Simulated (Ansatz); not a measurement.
A nudged elastic band was laid between two geometries of a periodic cell of 23 atoms, Si8NO14 (host SiO2, host structure P4_2/mnm, dopant N, one O atom removed), cell charge +1.

These are results of DFT PBE-D3(BJ), scalar-relativistic, plane waves, PAW in Ansatz 0.2.0, not measurements. Settings: PAW set soft_1, cutoff 420 eV, k mesh 3x3x3, gaussian smearing 0.02 eV, no spin polarisation.

- movable images: 5
- climbing image: yes
- spring: 1.0 eV/Å²
- optimiser: quadratic models (default)
- start path: IDPP
- force threshold: 0.05 eV/Å
- iteration limit: 80
- end points: relaxed

First end point:

```xyz
23
Lattice="-4.1246 -4.1246 0.0000 4.1246 -4.1246 0.0000 0.0000 0.0000 5.2948" Properties=species:S:1:pos:R:3
Si 0.015 -4.134 -0.005
Si 1.980 -1.974 1.327
O 1.218 -2.790 -0.036
O 0.756 -0.754 1.327
O -1.330 -5.337 -0.036
O 3.234 -3.229 1.327
Si 0.015 -4.135 2.660
Si 2.277 -2.271 3.975
O 1.218 -2.790 2.692
O -1.330 -5.337 2.691
N 3.456 -3.451 3.975
Si -0.090 0.095 0.101
Si -2.008 -2.112 1.327
O -2.827 -2.934 0.008
O 0.838 -4.957 1.327
O -1.187 -1.293 0.008
O -0.767 -3.352 1.327
Si -0.090 0.095 2.554
Si -2.034 -2.087 3.975
O -2.827 -2.934 2.646
O 0.833 -4.953 3.975
O -1.187 -1.293 2.647
O -0.790 -3.330 3.975
```

Last end point:

```xyz
23
Lattice="-4.1246 -4.1246 0.0000 4.1246 -4.1246 0.0000 0.0000 0.0000 5.2948" Properties=species:S:1:pos:R:3
Si -0.007 -4.117 -0.009
Si 2.153 -2.153 1.324
O 1.338 -2.915 -0.040
O 0.899 -0.899 1.324
O -1.210 -5.463 -0.040
O 3.375 -3.375 1.324
Si -0.007 -4.117 2.656
Si 1.856 -1.856 3.971
O 1.338 -2.915 2.687
O -1.210 -5.463 2.687
N 4.801 -4.801 3.971
Si 0.098 -0.098 0.097
Si -2.109 -2.015 1.324
O -2.931 -2.834 0.005
O 0.775 -4.899 1.324
O -1.290 -1.194 0.005
O -0.830 -3.294 1.324
Si 0.098 -0.098 2.550
Si -2.083 -2.041 3.971
O -2.931 -2.834 2.643
O 0.797 -4.922 3.971
O -1.290 -1.194 2.643
O -0.826 -3.299 3.971
```

Task: What changes between the two ends?

Result: The atom that moves furthest is N11, by 1.91 Å.

Task: What energy profile does the band end with?

Result: The run converged. The highest image is number 3 of 0 to 6, 4.55 eV above the ends, which have the same energy within 2 meV. Neighbouring images differ by up to 2.5 eV, so the band resolves the path poorly. By the program's own check the climbing image is a first-order saddle point (lowest curvatures found: -16.33 and 0.84 eV/Å²). Limits of this set-up: charged cell in a uniform background, uncorrected.

| image | path coordinate (Å) | energy (eV) |
| --- | --- | --- |
| 0 | 0.00 | 0.00 |
| 1 | 0.39 | 0.87 |
| 2 | 0.77 | 3.41 |
| 3 | 1.16 | 4.55 |
| 4 | 1.55 | 3.40 |
| 5 | 1.94 | 0.86 |
| 6 | 2.33 | 0.00 |

Task: What is the geometry of the highest image?

Result: 
```xyz
23
Lattice="-4.1246 -4.1246 0.0000 4.1246 -4.1246 0.0000 0.0000 0.0000 5.2948" Properties=species:S:1:pos:R:3
Si 0.003 -4.127 -0.002
Si 2.066 -2.064 1.326
O 1.282 -2.848 -0.050
O 0.856 -0.850 1.326
O -1.276 -5.406 -0.053
O 3.280 -3.274 1.326
Si 0.003 -4.127 2.653
Si 2.064 -2.066 3.973
O 1.282 -2.848 2.702
O -1.276 -5.406 2.704
N 4.118 -4.137 3.973
Si 0.011 0.005 0.176
Si -2.058 -2.064 1.325
O -2.854 -2.859 0.067
O 0.784 -4.911 1.325
O -1.263 -1.269 0.073
O -0.782 -3.346 1.325
Si 0.012 0.006 2.474
Si -2.052 -2.057 3.973
O -2.854 -2.859 2.584
O 0.811 -4.932 3.973
O -1.263 -1.269 2.578
O -0.803 -3.319 3.973
```

The run took 5.7 min on 2 threads of AMD EPYC 9B45 (Zen 5) (shared host), peak memory 1.2 GiB.
